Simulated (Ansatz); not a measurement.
Working through cell relaxations under several functionals of SbPb, space group Fm-3m

Program: the Python package of Ansatz (0.2.0).

Run as a notebook:

```python
import ansatz
import numpy as np
```

```python
def edges_and_angles(cell):
    cell = np.asarray(cell)
    a, b, c = np.linalg.norm(cell, axis=1)
    cosines = cell[1] @ cell[2] / (b * c), cell[0] @ cell[2] / (a * c), cell[0] @ cell[1] / (a * b)
    return (a, b, c, *np.degrees(np.arccos(cosines)))
```

```python
crystal = (
    ansatz.Lattice.of((0.0, 3.161243, 3.161243), (3.161243, 0.0, 3.161243), (3.161243, 3.161243, 0.0))
    .atom("Sb", (0.5, 0.5, 0.5))
    .atom("Pb", (0.0, 0.0, 0.0))
)
```

```python
calc = crystal.calculation().kpoints(8, 8, 8).occupations("cold").relax(cell=True, force_tolerance=0.05)

levels = [("pbesol", "d3bj"), ("pbesol", "none"), ("blyp", "d3bj")]
print("level            a       b       c    alpha   beta  gamma  V/atom  steps")
for name, dispersion in levels:
    seen = []
    run = calc.functional(name, dispersion=dispersion).session().plan()
    done = run.execute(on_event=lambda e: seen.append(e) if e["event"] == "relax_step" else None)
    cell = done.lattice.cell_ang
    label = name if dispersion == "none" else f"{name}+{dispersion}"
    print("{:13s} {:7.4f} {:7.4f} {:7.4f} {:6.2f} {:6.2f} {:6.2f}".format(label, *edges_and_angles(cell)), f"{abs(np.linalg.det(cell)) / len(done.lattice.sites):7.3f} {len(seen):5d}")
```

    level            a       b       c    alpha   beta  gamma  V/atom  steps
    DeckWarning: basis.ecutwfc = 420 eV, auto-derived from the records' recommended cutoffs: set by Sb (normal level)
    pbesol+d3bj    4.3579  4.3579  4.3579  60.00  60.00  60.00  29.260     5
    pbesol         4.4246  4.4246  4.4246  60.00  60.00  60.00  30.624     4
    blyp+d3bj      4.4540  4.4540  4.4540  60.00  60.00  60.00  31.239     4

From smallest to largest: PBEsol+D3BJ (29.26 Å³ an atom, -7.4 % against the start), PBEsol (30.62 Å³ an atom, -3.1 % against the start) and BLYP+D3BJ (31.24 Å³ an atom, -1.1 % against the start). The spread is 6.8 % in volume.

Notes:
- Forces vanish by symmetry, so the ions can't move, and the end may be a saddle.
- BLYP and dispersion corrections can be off by several per cent in the lattices of metals, and by several GPa in the pressure at a fixed cell.
- The mesh is modest for a metal, so energies can be off by several to tens of meV an atom and pressures by half a GPa or more; differences at equal mesh fare better.
- Edges and angles are those of the cell as typed, here a primitive one, not of the conventional cell.
- Spin-orbit coupling, which matters for elements this heavy, is left out.
- This cell is a computed structure, which may not be the phase found in nature.
- Warnings are shown shortened and without file and line.
- The whole script took 27 s on 1 thread of Arm Neoverse V1, on a shared host, peak memory 0.45 GiB.
